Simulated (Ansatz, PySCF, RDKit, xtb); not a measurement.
# BSi2NH8: ranking a sample of isomers

Which of a sample of isomers of BSi2NH8 is the most stable in the gas at 298.15 K, and what are its properties? The sample is small against all isomers, and the most stable one of this formula need not be in it.

The funnel: GFN2-xTB relaxations, single points with a density functional, relaxations at PBE0-D3(BJ)/def2-SVP, harmonic vibrations, and a last energy at a higher level. All values are calculated.

## Step 1: Candidates

Isomers were taken from a list of plausible structures; this is a sample, not all of them. That gives 4 candidates.

| label | SMILES | spin |
| --- | --- | --- |
| c732 | BN([SiH3])[SiH3] | singlet |
| c902 | B[SiH2]N[SiH3] | singlet |
| c942 | N[SiH2]B[SiH3] | singlet |
| c946 | B[Si@H](N)[SiH3] | singlet |

Candidates are built by distance geometry, with a force field where one applies, in up to four conformers (letters a to d).

**Question.** With final energies at CCSD(T)/def2-SVP + MP2/def2-TZVPP - MP2/def2-SVP, which structure will this search put lowest in free energy, and by what margin?

| quantity | value |
| --- | --- |
| lowest structure found | BN([SiH3])[SiH3], singlet, Cs |
| next finalist | B[SiH2]N[SiH3], singlet, 36.0 kcal/mol higher in G |
| share at equilibrium, among the finalists | 100.0 % |
| harmonic wavenumbers, lowest and highest (PBE0-D3(BJ)/def2-SVP) | 59 and 2637 cm⁻¹ |
| rotational constants, same geometry | 0.2226, 0.1012, 0.07316 cm⁻¹ |
| dipole moment (PBE0/def2-TZVPD) | 0.82 D |
| HOMO energy (PBE0/def2-TZVPD) | -8.42 eV |
| LUMO energy (PBE0/def2-TZVPD) | -0.71 eV |
| HOMO–LUMO gap (PBE0/def2-TZVPD) | 7.71 eV |
| lowest excitation (TD-PBE0/def2-SVPD) | 6.32 eV (f = 0.000) |
| strongest of the states computed, same level | 6.74 eV (f = 0.091) |
| lowest triplet excitation, same level, Tamm-Dancoff | 5.57 eV |
| vertical ionisation energy | 10.25 eV |
| vertical electron affinity | -0.80 eV (unbound: the value depends on the basis) |
| vertical triplet less singlet | +5.61 eV |

The search ends on `BN([SiH3])[SiH3]`. The margin of 36.0 kcal/mol over the next finalist is beyond the usual error of the last level; it says nothing of structures that weren't ranked. GFN2-xTB, HF/STO-3G, r2SCAN-D4/def2-SVP, PBE0-D3(BJ)/def2-SVP, HF/def2-SVP and MP2/def2-SVP already put its bonding pattern lowest among the structures in one piece. Lowest found is not proven lowest: the search is finite, and each finalist counts with one conformer. Only 4 drawn patterns were tried, so whole families of isomers are missing, and the result ranks this sample alone.
